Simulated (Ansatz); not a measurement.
# C₃H₅BrSi: how energies converge with the basis set

Aim: see how fast density functionals converge with the basis set for C₃H₅BrSi.

Computed with Ansatz 0.2.0, Gaussian basis. Level: one geometry, several basis sets.

Levels to be run: PBE0-D4/def2-SVP; ωB97M-V/def2-SVP; PBE0-D4/def2-QZVPP; ωB97M-V/def2-QZVPP; the functionals' def2-TZVPP values are taken from earlier runs.

### 1 The relaxed structure

An earlier PBE0-D4 in a triple-zeta def2 set relaxation fixed the geometry.

SMILES `C=C1[SiH2]C1Br`, 10 atoms, charge 0, spin multiplicity 1.

Atoms are counted from 1 here; the program's logs count them from 0.

Bond lengths: C1–C2 1.321 Å, C1–H6 1.084 Å, C1–H7 1.088 Å, C2–Si3 1.823 Å, C2–C4 1.493 Å, Si3–C4 1.870 Å, Si3–H8 1.480 Å, Si3–H9 1.477 Å, C4–Br5 1.930 Å, C4–H10 1.088 Å. Angles: C2–C1–H6 121.5°, C2–C1–H7 121.3°, H6–C1–H7 117.2°, C1–C2–Si3 154.0°, C1–C2–C4 136.1°, Si3–C2–C4 67.8°, C2–Si3–C4 47.7°, C2–Si3–H8 122.1°, C2–Si3–H9 118.1°, C4–Si3–H8 118.5°, C4–Si3–H9 119.3°, H8–Si3–H9 114.9°, C2–C4–Si3 64.5°, C2–C4–Br5 119.1°, C2–C4–H10 115.6°, Si3–C4–Br5 125.7°, Si3–C4–H10 116.9°, Br5–C4–H10 108.8°.

### 2 PBE0-D4 in def2-SVP

in.yaml reads:

```yaml
crystal:
  periodic: [false, false, false]
  atoms:
    - {symbol: C, position_ang: [0.054211, 1.744991, 0.252176]}
    - {symbol: C, position_ang: [0.176765, 0.432722, 0.168308]}
    - {symbol: Si, position_ang: [0.085517, -1.266378, 0.823660]}
    - {symbol: C, position_ang: [0.093927, -0.587261, -0.918414]}
    - {symbol: Br, position_ang: [-1.414421, -0.557295, -2.121823]}
    - {symbol: H, position_ang: [0.094983, 2.257895, 1.206781]}
    - {symbol: H, position_ang: [-0.105417, 2.355442, -0.633709]}
    - {symbol: H, position_ang: [1.284211, -1.987836, 1.305734]}
    - {symbol: H, position_ang: [-1.189690, -1.713678, 1.418906]}
    - {symbol: H, position_ang: [1.003113, -0.729804, -1.498618]}
basis:
  gaussian: {orbitals: def2-SVP}
hamiltonian: {xc: pbe0, dispersion: d4}
output: {orbitals: {seedname: orbitals}}
```

Started as:

```
ansatz run in.yaml --threads 4 --pin off --events-out ev --progress --plain --max-ram 10444MiB
```

After this run come: ωB97M-V in def2-SVP; PBE0-D4 in def2-QZVPP; ωB97M-V in def2-QZVPP.

**Question.** What will the summary of the whole plan be? Wanted: PBE0-D4: double and triple zeta above quadruple; ωB97M-V: double and triple zeta above quadruple.

**Answer**, as computed:

```
                                       quantity           value
PBE0-D4: double and triple zeta above quadruple  16.59, 1.87 eV
ωB97M-V: double and triple zeta above quadruple  16.65, 1.79 eV
```

**Reading.** For PBE0-D4 the step from double to triple zeta gains 14.73 eV and the next only 1.87 eV. Total energies overstate the basis error of differences, where much of it tends to cancel.
